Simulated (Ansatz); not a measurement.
This script drives the Ansatz DFT code, driven from Python.

The script reads `brh4nosi.xyz`:
```text
8

N    -0.93670    0.59370    0.00380
Si    0.51490   -0.10330   -0.18930
O     0.59730   -1.04130    1.13950
Br    0.52540   -1.34460   -1.98320
H    -1.16550    1.20440   -0.84510
H    -0.93100    1.29820    0.77520
H     1.57940    0.94940   -0.22980
H    -0.09160   -1.61360    1.27300
```

`brh4nosi.py`:
```python
"""Response of BrH4NOSi to a pair of distant point charges."""

import ansatz as az
import numpy as np

BASIS_SET = "def2-SVPD"
FUNCTIONAL = "hf"


def main() -> None:
    geometry = az.Crystal.molecule_from_extxyz("brh4nosi.xyz")

    calculation = geometry.calculation().basis(gaussian=BASIS_SET).functional(FUNCTIONAL).forces()
    # charges +q and -q at -R and +R make a nearly even field 2 k q / R^2 at the centre
    centre = np.mean([site.position_ang for site in geometry.cartesian_sites], axis=0)
    field = 2 * 14.399645 * 2.0 / 40.0 ** 2


    def dipole(axis, sign):
        arm = 40.0 * np.eye(3)[axis]
        pair = [{"charge": sign * 2.0, "position_ang": (centre - arm).tolist()}, {"charge": -sign * 2.0, "position_ang": (centre + arm).tolist()}]
        deck = calculation.input().set(az.key.basis.gaussian.point_charges, pair)
        return np.array(az.Session.from_dict(deck).plan().execute().report["charge_distribution"]["dipole_moment_e_ang"])


    print(f"field {field:.4f} V/A")
    alpha = np.array([(dipole(axis, 1) - dipole(axis, -1)) / (2 * field) * 14.399645 for axis in range(3)])
    print("polarisability tensor (A^3)")
    print(np.array2string(alpha, precision=3, suppress_small=True))
    print(f"mean {np.trace(alpha) / 3:.3f} A^3 = {np.trace(alpha) / 3 / 0.14818471:.2f} bohr^3")


if __name__ == "__main__":
    main()
```

It is started by `python brh4nosi.py`. How long does it take on 1 thread of Arm Neoverse V1, with other jobs on the host, and how much memory does it need?

It took about 28 s, with a peak of 0.4 GiB, for 6 runs of the engine.

Running `python brh4nosi.py` prints:
```text
field 0.0360 V/A
polarisability tensor (A^3)
[[ 7.18  -0.127 -0.129]
 [-0.13   7.916  0.837]
 [-0.13   0.84   8.435]]
mean 7.844 A^3 = 52.93 bohr^3
```

The geometry is a force-field or estimated start, not a minimum of this method, and the basis set is short of its limit. The field of two point charges is only nearly even.
